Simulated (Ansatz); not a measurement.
# C3H7B: one species, many methods

An exercise on one series of results from a longer session: the logs are not shown, and one member is left open.

Computed with Ansatz 0.2.0, Gaussian basis. Level: functionals in def2-TZVPP, the program's frozen cores in correlated methods.

The runs, in order: LDA (SPW92), PBE-D4, revPBE-D4, BLYP-D4, r2SCAN-D4, B97M-V, PBE0-D4, B3LYP-D4, r2SCANh-D4, r2SCAN0-D4, HSE06-D4, BHLYP-D4, CAM-B3LYP-D4, LC-ωPBE, ωB97X-V, ωB97M-V, B2PLYP, PBE-QIDH; CCSD(T)/def2-SVP; CCSD(T)/def2-TZVPP; MP2/def2-QZVPP; extrapolation to the limit; RPA on PBE.

**Structure used throughout**

An earlier PBE0-D4 in a triple-zeta def2 set relaxation fixed the geometry.

11 atoms, charge 0, spin multiplicity 1.

Atoms are counted from 1 here; the program's logs count them from 0.

Bond lengths: C1–B2 1.541 Å, C1–H5 1.101 Å, C1–H6 1.092 Å, C1–H7 1.092 Å, B2–C3 1.527 Å, B2–C4 1.527 Å, C3–C4 1.545 Å, C3–H8 1.087 Å, C3–H9 1.087 Å, C4–H10 1.087 Å, C4–H11 1.087 Å. Angles: B2–C1–H5 105.5°, B2–C1–H6 114.1°, B2–C1–H7 114.0°, H5–C1–H6 106.3°, H5–C1–H7 106.2°, H6–C1–H7 110.1°, C1–B2–C3 149.6°, C1–B2–C4 149.5°, C3–B2–C4 60.8°, B2–C3–C4 59.6°, B2–C3–H8 120.4°, B2–C3–H9 120.2°, C4–C3–H8 117.3°, C4–C3–H9 117.3°, H8–C3–H9 112.2°, B2–C4–C3 59.6°, B2–C4–H10 120.2°, B2–C4–H11 120.4° and more.

Set-up of the first run:

The input, in.yaml:

```yaml
crystal:
  periodic: [false, false, false]
  atoms:
    - {symbol: C, position_ang: [-0.775180, 1.437376, -0.502886]}
    - {symbol: B, position_ang: [-0.042428, 0.166084, -0.032383]}
    - {symbol: C, position_ang: [0.170679, -0.916373, 1.023391]}
    - {symbol: C, position_ang: [0.924091, -0.979621, -0.324052]}
    - {symbol: H, position_ang: [-1.686954, 1.082437, -1.006692]}
    - {symbol: H, position_ang: [-1.107929, 2.086162, 0.309896]}
    - {symbol: H, position_ang: [-0.223887, 2.018176, -1.245274]}
    - {symbol: H, position_ang: [-0.594220, -1.667259, 1.203508]}
    - {symbol: H, position_ang: [0.756988, -0.704324, 1.913779]}
    - {symbol: H, position_ang: [1.997272, -0.808075, -0.303808]}
    - {symbol: H, position_ang: [0.646866, -1.771584, -1.014878]}
basis:
  gaussian: {orbitals: def2-TZVPP}
hamiltonian: {xc: lda}
output: {orbitals: {seedname: orbitals}}
```

Started as:

```bash
$ ansatz run in.yaml --threads 2 --pin off --events-out ev --progress --plain --max-ram 4352MiB
```

Among the steps run: LDA; PBE-D4 (GGA); revPBE-D4 (GGA); BLYP-D4 (GGA); r2SCAN-D4 (meta-GGA); B97M-V (meta-GGA); B3LYP-D4 (hybrid); r2SCANh-D4 (hybrid); r2SCAN0-D4 (hybrid); HSE06-D4 (hybrid); BHLYP-D4 (hybrid); CAM-B3LYP-D4 (range-separated); LC-ωPBE (range-separated); ωB97X-V (range-separated); ωB97M-V (range-separated); B2PLYP (double hybrid); PBE-QIDH (double hybrid).

One table of the session follows, with a row left open; its other results are not shown here.

It belongs to the step «Frontier levels by functional». 

```
  functional  HOMO (eV)  gap (eV)
 LDA (SPW92)      -5.76      3.87
      PBE-D4      -5.65      4.00
   revPBE-D4      -5.61      4.06
     BLYP-D4      -5.56      4.06
   r2SCAN-D4      -5.87      4.63
      B97M-V      -5.93      4.71
     PBE0-D4      -6.93      6.31
    B3LYP-D4      -6.74      5.90
  r2SCANh-D4      -6.35      5.45
  r2SCAN0-D4          ?         ?
    HSE06-D4      -6.53      5.52
    BHLYP-D4      -8.14      8.63
CAM-B3LYP-D4      -8.35      8.88
     LC-ωPBE      -9.72     11.46
     ωB97X-V      -9.34     10.98
     ωB97M-V      -9.22     10.62
```

Estimate the missing values for r2SCAN0-D4.

Worked estimate for «HOMO (eV)». Against the share of exact exchange, r2SCAN-D4 (0, -5.87), r2SCANh-D4 (0.1, -6.35) give a slope of -4.80 per unit share; at 0.25 the line stands at -7.07.

As computed: HOMO (eV): -7.07; gap (eV): 6.69. In «HOMO (eV)» the line misses by 0.00.
